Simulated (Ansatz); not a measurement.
# LaAgSb2: the cost of one run

Computed with Ansatz 0.2.0, driven from Python. The levels of theory stand in the script.

The COD entry's cell or inner coordinates are ideal or old and differ from later refinements, so a difference from it is no clean test against experiment.

### 1 The structure

It takes space group P4/nmm (No. 129, tetragonal). The conventional cell has a = 4.359 Å, b = 4.359 Å, c = 10.787 Å, α = 90.00°, β = 90.00°, γ = 90.00°. Around La (site symmetry 4mm) lie 8 Sb at 3.22 to 3.60 Å and 4 Ag at 3.34 Å. Ag (site symmetry -4m2) is surrounded by 4 Ag at 3.08 Å and 4 La at 3.34 Å. Sb (site symmetry 4mm) is surrounded by 4 Sb at 2.90 Å and 4 La at 3.22 Å. Sb (site symmetry -4m2) has 8 Sb at 2.90 to 3.08 Å as nearest neighbours.

The script holds or builds the structure itself.

### 2 The script

laagsb2.py

```python
# -*- coding: utf-8 -*-
"""Relaxed cell of LaAgSb2 under several functionals."""

import warnings

import ansatz as az
import numpy as np

def edges_and_angles(cell):
    cell = np.asarray(cell)
    a, b, c = np.linalg.norm(cell, axis=1)
    cosines = cell[1] @ cell[2] / (b * c), cell[0] @ cell[2] / (a * c), cell[0] @ cell[1] / (a * b)
    return (a, b, c, *np.degrees(np.arccos(cosines)))


def main():
    warnings.simplefilter("ignore", az.DeckWarning)

    vectors = np.array([
        [4.359, 0.0, 0.0],
        [0.0, 4.359, 0.0],
        [0.0, 0.0, 10.787],
    ])
    crystal = (
        az.Lattice.of(vectors)
        .atom("La", (0.5, 0.0, 0.7651))
        .atom("La", (0.0, 0.5, 0.2349))
        .atom("Ag", (0.0, 0.0, 0.0))
        .atom("Ag", (0.5, 0.5, 0.0))
        .atom("Sb", (0.5, 0.0, 0.322))
        .atom("Sb", (0.0, 0.5, 0.678))
        .atom("Sb", (0.0, 0.0, 0.5))
        .atom("Sb", (0.5, 0.5, 0.5))
    )

    calculation = (
        crystal.calculation()
        .kpoints(6, 6, 3, center="gamma")
        .initial_density(normalization="cell")
        .scf(max_iterations=200, extra_bands=8)
        .occupations(az.OccupationsMethod.FERMI_DIRAC, width=0.2)
        .relax(cell=True, force_tolerance=0.05, density_extrapolation="none")
    )

    levels = [("lda", "none"), ("pbesol", "none"), ("pbesol", "d3bj")]
    print("level            a       b       c    alpha   beta  gamma  V/atom  steps")
    for name, dispersion in levels:
        seen = []
        run = calculation.functional(name, dispersion=dispersion).session().plan()
        out = run.execute(on_event=lambda e: seen.append(e) if e["event"] == "relax_step" else None)
        cell = out.lattice.cell_ang
        label = name if dispersion == "none" else f"{name}+{dispersion}"
        print("{:13s} {:7.4f} {:7.4f} {:7.4f} {:6.2f} {:6.2f} {:6.2f}".format(label, *edges_and_angles(cell)), f"{abs(np.linalg.det(cell)) / len(out.lattice.sites):7.3f} {len(seen):5d}")


if __name__ == "__main__":
    main()
```

### 3 The input behind the calls

The engine receives this input (first run):

```yaml
crystal:
  lattice:
    - [4.359, 0.0, 0.0]
    - [0.0, 4.359, 0.0]
    - [0.0, 0.0, 10.787]
  atoms:
    - { symbol: La, position: [0.5, 0.0, 0.7651] }
    - { symbol: La, position: [0.0, 0.5, 0.2349] }
    - { symbol: Ag, position: [0.0, 0.0, 0.0] }
    - { symbol: Ag, position: [0.5, 0.5, 0.0] }
    - { symbol: Sb, position: [0.5, 0.0, 0.322] }
    - { symbol: Sb, position: [0.0, 0.5, 0.678] }
    - { symbol: Sb, position: [0.0, 0.0, 0.5] }
    - { symbol: Sb, position: [0.5, 0.5, 0.5] }
kpoints:
  mp_grid:
    grid: [6, 6, 3]
    shift: [0.0, 0.0, 0.0]
hamiltonian:
  xc: lda
  dispersion: none
scf:
  max_iter: 200
  n_extra_bands: 8
  occupations:
    method: fermi_dirac
    width: 0.2
  initial_density:
    normalization: cell
relax:
  f_tol: 0.05
  density_extrapolation: none
  cell: {}
```

### 4 The run

Command:

```
$ python laagsb2.py
```

What time and memory should one allow on 1 thread of Arm Neoverse V2, shared host?

About 16 min, with a peak of 0.67 GiB.
